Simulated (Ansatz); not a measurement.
# AlCu: a strain scan

The task, for AlCu: strain the cell along the Voigt pattern (0, 0, 0, 0, 0, 1).

Method: DFT r2SCAN, scalar-relativistic, plane waves, PAW, in Ansatz 0.2.0.

## Step 1: The system as given

It takes space group Pm-3m (No. 221, cubic). The conventional cell has a = 2.998 Å, b = 2.998 Å, c = 2.998 Å, α = 90.00°, β = 90.00°, γ = 90.00°. Al (site symmetry m-3m) is surrounded by 8 Cu at 2.60 Å. Cu (site symmetry m-3m) is surrounded by 8 Al at 2.60 Å.

As a file:

```
CELL_PARAMETERS angstrom
2.99751 0.00000 0.00000
0.00000 2.99751 0.00000
0.00000 0.00000 2.99751
ATOMIC_POSITIONS crystal
Al 0.00000 0.00000 0.00000
Cu 0.50000 0.50000 0.50000
```

It goes back to an entry of the Materials Project, which need not be the stable form.

No relaxation comes first: the listed cell is the starting point.

## Step 2: The reference cell

Reference values: F = -7171.9725 eV; pressure -4.90 GPa; largest force 0.000 eV/Å; gap on the mesh none (metal). It was computed beforehand with the settings of the runs below.

## Step 3: Setting up a strain scan

The cell is strained by ε times the Voigt pattern (0, 0, 0, 0, 0, 1) (xx, yy, zz, yz, xz, xy; engineering shear), with fractional coordinates fixed (clamped ions). The stress on the pattern is the sum of the stress components weighted by it, tension positive.

## Step 4: ε = -0.0600

Contents of input.yaml:

```yaml
crystal:
  lattice:
    - [2.997509, -0.08992527, 0.0]
    - [-0.08992527, 2.997509, 0.0]
    - [0.0, 0.0, 2.997509]
  atoms:
    - { symbol: Al, position: [0.0, 0.0, 0.0] }
    - { symbol: Cu, position: [0.5, 0.5, 0.5] }
basis:
  ecutwfc: 500
kpoints:
  mp_grid: { grid: [16, 16, 16] }
hamiltonian:
  xc: r2scan
scf:
  occupations: { method: gaussian, width: 0.15 }
output:
  forces: true
  stress: true
  eigenvalues: true
```

On the command line:

```
$ ansatz run input.yaml --threads 1 --pin off --max-ram 2560MiB --backend cpu --events-out ev --progress --plain --runs-dir out
```

## Step 5: Point ε = 0.0450

Changes to input.yaml since step 4:

```diff
@@ -2,4 +2,4 @@
   lattice:
-    - [2.997509, -0.08992527, 0.0]
-    - [-0.08992527, 2.997509, 0.0]
+    - [2.997509, 0.0674439525, 0.0]
+    - [0.0674439525, 2.997509, 0.0]
     - [0.0, 0.0, 2.997509]
@@ -20 +20,5 @@
   eigenvalues: true
+  write_density: true
+  write_potential: true
+  elf: true
+  volumetric_format: npy
```

## Step 6: Point ε = -0.0300

Changes to input.yaml since step 5:

```diff
@@ -2,4 +2,4 @@
   lattice:
-    - [2.997509, 0.0674439525, 0.0]
-    - [0.0674439525, 2.997509, 0.0]
+    - [2.997509, -0.044962635, 0.0]
+    - [-0.044962635, 2.997509, 0.0]
     - [0.0, 0.0, 2.997509]
@@ -20,5 +20 @@
   eigenvalues: true
-  write_density: true
-  write_potential: true
-  elf: true
-  volumetric_format: npy
```

## Step 7: Point ε = 0.0150

Changes to input.yaml since step 6:

```diff
@@ -2,4 +2,4 @@
   lattice:
-    - [2.997509, -0.044962635, 0.0]
-    - [-0.044962635, 2.997509, 0.0]
+    - [2.997509, 0.0224813175, 0.0]
+    - [0.0224813175, 2.997509, 0.0]
     - [0.0, 0.0, 2.997509]
@@ -20 +20,5 @@
   eigenvalues: true
+  write_density: true
+  write_potential: true
+  elf: true
+  volumetric_format: npy
```

## Step 8: Point ε = 0.0525

Changes to input.yaml since step 7:

```diff
@@ -2,4 +2,4 @@
   lattice:
-    - [2.997509, 0.0224813175, 0.0]
-    - [0.0224813175, 2.997509, 0.0]
+    - [2.997509, 0.0786846112, 0.0]
+    - [0.0786846112, 2.997509, 0.0]
     - [0.0, 0.0, 2.997509]
@@ -20,5 +20 @@
   eigenvalues: true
-  write_density: true
-  write_potential: true
-  elf: true
-  volumetric_format: npy
```

## Step 9: ε = 0.0375

Changes to input.yaml since step 8:

```diff
@@ -2,4 +2,4 @@
   lattice:
-    - [2.997509, 0.0786846112, 0.0]
-    - [0.0786846112, 2.997509, 0.0]
+    - [2.997509, 0.0562032938, 0.0]
+    - [0.0562032938, 2.997509, 0.0]
     - [0.0, 0.0, 2.997509]
```

(Steps that only read results are left out.)

Before running it: what results should come out? Wanted: slope of the stress at ε = 0, from the points at -0.0300, 0 and 0.0150.

As calculated:

| quantity | value |
| --- | --- |
| slope of the stress at ε = 0, from the points at -0.0300, 0 and 0.0150 | 37 GPa |

**Reading.** From the stress slope, C66 is about 37 GPa with the ions clamped; letting the atoms relax could not make it stiffer. The step is wide, so higher orders mix in. The reference stands under -4.9 GPa, so this is no zero-stress constant. No sampled point lies below the undisturbed cell.
